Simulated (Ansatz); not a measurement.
The system is WF.

```
CELL_PARAMETERS angstrom
1.36589 0.78860 5.06960
-1.36589 0.78860 5.06960
0.00000 -1.57719 5.06960
ATOMIC_POSITIONS crystal
W 0.81412 0.81412 0.81412
F 0.93712 0.93712 0.93712
```

The cell was built by a generator and needn't be a form met in nature.

Base run:

| Property | Result |
| --- | --- |
| Program | Ansatz 0.2.0 |
| Functional | PBE |
| Potentials or basis | Ansatz PAW |
| Cutoff | 420 eV (not typed: the program's choice for these potentials) |
| k mesh | 11 × 11 × 11 |
| Occupations | fermi-dirac, width 0.05 eV |
| Spin | no spin polarisation |

Its results: band gap on the k mesh none (metal or under the smearing width); pressure 0.5 GPa.

The run is repeated on the same cell with these changes: functional from PBE to RPBE. What comes out?

Band gap on the k mesh none (metal or under the smearing width); pressure 3.9 GPa.

RPBE binds less tightly than PBE, so the same cell stands under more pressure.

Caveats: spin-orbit coupling is left out, which moves the levels of the heavy elements; an odd number of electrons without spin polarisation forces a metal; a magnetic or distorted state may lie lower; the PAW data sets come from PBE, with cores solved anew for the run's functional, which leaves a small shift of forces and pressure (some runs).
